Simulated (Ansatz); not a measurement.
# GaPHS (doublet): the correlation ladder, cc-pVDZ

The task here is to estimate one member of a computed series from the others.

Program: Ansatz 0.2.0, Gaussian basis. Level of theory: cc-pVDZ, core rule «outside noble gas», up to 24 orbitals frozen. These are calculated values, not measurements.

Plan: UHF; CCSD(T) on ROHF; CCSD(T) on UHF; BCCD(T) on ROHF; CISD; CCSDT(Q) on ROHF; CCSDT(Q) on UHF.

28 further runs of the same task are left out: 2 for a known fault of the program, 12 that didn't finish, 14 set aside as unsound or not needed.

**The system**

The geometry is a PBE0/def2-TZVP stationary point (not a proven minimum). No spin-orbit coupling is included. The filled d shell of Ga may be among the frozen orbitals whatever the setting's name suggests; the logs give the count.

4 atoms, charge 0, spin multiplicity 2.

Atoms are counted from 1 here; the program's logs count them from 0.

Bond lengths: P1–Ga2 2.268 Å, P1–H4 1.428 Å, Ga2–S3 2.019 Å. Angles: Ga2–P1–H4 89.2°, P1–Ga2–S3 178.3°.

As a file:

```
P     0.0000   -0.3995    1.6302
Ga    0.0000   -0.3198   -0.6363
S     0.0000   -0.3085   -2.6554
H     0.0000    1.0278    1.6615
```

Set-up of the first run:

Input file in.yaml:

```yaml
crystal:
  periodic: [false, false, false]
  atoms:
    - {symbol: P, position_ang: [-0.000003, -0.399478, 1.630239]}
    - {symbol: Ga, position_ang: [0.000009, -0.319823, -0.636341]}
    - {symbol: S, position_ang: [-0.000004, -0.308458, -2.655390]}
    - {symbol: H, position_ang: [-0.000002, 1.027759, 1.661492]}
basis:
  gaussian: {orbitals: cc-pVDZ}
magnetization: {spin_polarized: true, initial_magnetization: 1}
hamiltonian: {xc: hf}
output: {orbitals: {seedname: orbitals}}
```

On the command line:

```sh
> ansatz run in.yaml --threads 1 --pin off --events-out ev --progress --plain --max-ram 2393MiB
```

Among the steps run: UHF; CCSD(T) on ROHF; CCSD(T) on UHF; BCCD(T) on ROHF; CISD; CCSDT(Q) on ROHF; CCSDT(Q) on UHF.

One of the session's tables, all rows but one given; the rest of the session is left out.

| method | from UCCSDT(Q) (meV) |
| --- | --- |
| ROHF | +9045.0 |
| UHF | +8930.3 |
| RMP2 | +1390.1 |
| UMP2 | ? |
| RCCSD | +449.2 |
| UCCSD | +445.9 |
| RCCSD(T) | +84.6 |
| UCCSD(T) | +84.7 |
| BCCD(T) | +84.2 |
| RCCSDT | +36.8 |
| UCCSDT | +36.6 |
| RCCSDT(Q) | +11.7 |
| UCCSDT(Q) | 0 |

**Question.** Estimate the row for UMP2.

**Answer.** from UCCSDT(Q) (meV): +1401.1. In the column «from UCCSDT(Q) (meV)» it lies between RMP2 (+1390.1) and UHF (+8930.3).

Not comparable, so not listed: CISD (they don't share determinant, frozen orbitals or solution with the rows shown, or repeat one).

To keep in mind: Restricted and unrestricted rows rest on different reference determinants; where their highest levels disagree by more than a few hundredths of an eV, they describe different states and don't form one ladder.
